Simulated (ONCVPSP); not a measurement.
# O: the cost of one run

Method: ONCVPSP 4.0.1.1 (patched build), PBE, scalar-relativistic.

### Step 1. Settings

Typed settings, in words:

| Quantity | Value |
| --- | --- |
| element | oxygen (O, Z = 8) |
| type | optimised norm-conserving Vanderbilt (ONCV) |
| frozen core | [He] |
| valence charge | 6 |
| reference configuration | 2s2 2p4 |
| partial waves | 2s: rc 0.65 bohr, ncon 3, nbas 6, qcut 10.2 1/bohr, local; 2p: rc 1.40 bohr, ncon 5, nbas 8, qcut 7.2 1/bohr, 2 projectors, debl 2.4 Ha |
| local potential | the s channel |
| core correction | Teter function fitted to the true core (icmod 2), fcfact 0.65 |

The nodes and maxima of the atom's own shells, from an earlier all-electron run, set the scale for the radii.

All-electron outer shells of the reference configuration (PBE, scalar-relativistic, ld1.x):

```tsv
shell	level (eV)	outermost node (bohr)	outermost maximum (bohr)
1s	-514.70	–	0.13
2s	-23.96	0.28	0.87
2p	-9.03	–	0.82
```

### Step 2. The generation run

Input file O.dat:

```
# ATOM AND REFERENCE CONFIGURATION
# atsym  z   nc   nv     iexc    psfile
  O 8.00    1    2        4      upf
#
#   n    l    f
    1    0    2.00
    2    0    2.00
    2    1    4.00
#
# PSEUDOPOTENTIAL AND OPTIMIZATION
# lmax
    1
#
#   l,   rc,      ep,       ncon, nbas, qcut
    0    0.65    0.00    3    6   10.20
    1    1.40    0.00    5    8    7.20
#
# LOCAL POTENTIAL
# lloc, lpopt,  rc(5),   dvloc0
    0    5    0.65    0.00
#
# VANDERBILT-KLEINMAN-BYLANDER PROJECTORs
# l, nproj, debl
    0    0    1.60
    1    2    2.40
#
# MODEL CORE CHARGE
# icmod, fcfact, rcfact
    2    0.65    0.85
#
# LOG DERIVATIVE ANALYSIS
# epsh1, epsh2, depsh
   -2.00    5.00    0.02
#
# OUTPUT GRID
# rlmax, drl
    6.00    0.01
#
# TEST CONFIGURATIONS
# ncnf
    4
# nvcnf
#   n    l    f
    2
    2    0    2.00
    2    1    3.00
#
    2
    2    0    2.00
    2    1    2.00
#
    2
    2    0    2.00
    2    1    1.00
#
    2
    2    0    1.00
    2    1    4.00
#
```

On the command line:

```console
oncvpsp.x < O.dat > O.out
```

**Question.** How long does this run take on 1 thread of AMD EPYC 7R43, shared host?

About 2.1 s.
